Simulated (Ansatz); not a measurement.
Crystal: GaGe3.

```
Ge Ga
1.0
     0.00000    3.38717    3.38717
     3.38717    0.00000    3.38717
     3.38717    3.38717    0.00000
Ge Ga
3 1
Direct
  0.50000 0.50000 0.50000
  0.75000 0.75000 0.75000
  0.25000 0.25000 0.25000
  0.00000 0.00000 0.00000
```

The cell comes from a database or a generator and needn't be the stable form of this composition.

Base run:

| Quantity | Value |
| --- | --- |
| Program | Ansatz 0.2.0 |
| Functional | PBEsol |
| Potentials or basis | Ansatz PAW |
| Cutoff | 420 eV |
| Density cutoff | 1680 eV |
| k mesh | 7 × 7 × 7 |
| Occupations | fermi-dirac, width 0.05 eV |
| Spin | no spin polarisation |

Its results: band gap on the k mesh none (metal or under the smearing width); pressure -3.9 GPa.

**Question.** After a change of settings the same cell gave: band gap on the k mesh none (metal or under the smearing width); pressure -0.5 GPa. Which change was it?
A. functional from PBEsol to PBE
B. functional from PBEsol to LDA
C. spin from no spin polarisation to spin-orbit coupling, no magnetisation; potential files from those of the base run to others of the same set
D. functional from PBEsol to r2SCAN; cutoff from 420 eV to 500 eV; density cutoff from 1680 eV to 2000 eV

**Answer.** A.

PBE binds less tightly than PBEsol, so the same cell stands under more pressure.

Caveats: the PAW data sets come from PBE, with cores solved anew for the run's functional, which leaves a small shift of forces and pressure (some runs).

Not every run made on this cell is shown here.
